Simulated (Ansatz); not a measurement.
# C2H4AlF: rotation by 180° about the C3–Al4 bond

All numbers below are computed with Ansatz 0.2.0 (RHF/def2-SVP).

## 1. The system as given

Bond lengths: F1–C2 1.312 Å, C2–C3 1.324 Å, C3–Al4 1.992 Å, C2–H5 1.104 Å, C3–H6 1.089 Å, Al4–H7 1.577 Å, Al4–H8 1.592 Å. Angles: F1–C2–C3 119.2°, F1–C2–H5 120.0°, C3–C2–H5 120.8°, C2–C3–Al4 120.8°, C2–C3–H6 119.7°, Al4–C3–H6 119.2°, C3–Al4–H7 120.4°, C3–Al4–H8 118.9°, H7–Al4–H8 120.4°.

As a file:

```xyz
8

F    -0.4570    2.5416    0.2343
C    -0.1622    1.3594   -0.2536
C    -0.2563    0.2964    0.5296
Al    0.3444   -1.4934   -0.1059
H     0.1720    1.2616   -1.3009
H    -0.5538    0.4184    1.5703
H     0.7876   -1.7002   -1.6051
H     0.2175   -2.7409    0.8755
```

## 2. Relaxing end A

input.yaml reads:

```yaml
crystal:
  periodic: [false, false, false]
  atoms:
    - { symbol: F, position_ang: [-0.457, 2.5416, 0.2343] }
    - { symbol: C, position_ang: [-0.1622, 1.3594, -0.2536] }
    - { symbol: C, position_ang: [-0.2563, 0.2964, 0.5296] }
    - { symbol: Al, position_ang: [0.3444, -1.4934, -0.1059] }
    - { symbol: H, position_ang: [0.172, 1.2616, -1.3009] }
    - { symbol: H, position_ang: [-0.5538, 0.4184, 1.5703] }
    - { symbol: H, position_ang: [0.7876, -1.7002, -1.6051] }
    - { symbol: H, position_ang: [0.2175, -2.7409, 0.8755] }
basis:
  gaussian: { orbitals: def2-SVP }
hamiltonian:
  xc: hf
relax:
  f_tol: 0.015
  max_steps: 40
```

The run is started by

```sh
ansatz run input.yaml --threads 1 --pin off --max-ram 2048MiB --backend cpu --events-out ev --progress --plain --runs-dir out
```

Q: Estimate wall time and peak memory on 1 thread of AMD EPYC 7R43 (Zen 3), shared host.

About 9.7 s, with a peak of 0.15 GiB.
